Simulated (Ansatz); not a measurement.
The system is Sr2SO.

```
CELL_PARAMETERS angstrom
4.04324 0.00000 0.00000
0.00000 4.04324 0.00000
0.00000 0.00000 5.71800
ATOMIC_POSITIONS crystal
Sr 0.50000 0.50000 0.50000
Sr 0.00000 0.00000 0.00000
S 0.00000 0.00000 0.50000
O 0.50000 0.50000 0.00000
```

The cell comes from a database or a generator and needn't be the stable form of this composition.

Base run:

* Program: Ansatz 0.2.0
* Functional: HSE06 form with a typed share of exact exchange
* Potentials or basis: Ansatz PAW
* Cutoff: 420 eV (not typed: the program's choice for these potentials)
* k mesh: 4 × 4 × 3
* Occupations: fermi-dirac, width 0.05 eV
* Spin: no spin polarisation

Its results: band gap on the k mesh 4.22 eV, direct; pressure -1.7 GPa.

**Question.** The run is repeated on the same cell with these changes: share of exact exchange from 0.4 to 0.15. What comes out?

**Answer.** Band gap on the k mesh 2.94 eV, direct; pressure -0.8 GPa.

Caveats: odd divisions of the mesh miss points on the zone boundary, where band edges often lie, so the gap on the mesh can be too wide; the PAW data sets come from PBE, with cores solved anew for the run's functional, which leaves a small shift of forces and pressure; the thresholds are loose for stress.

A k mesh can miss the band edges.
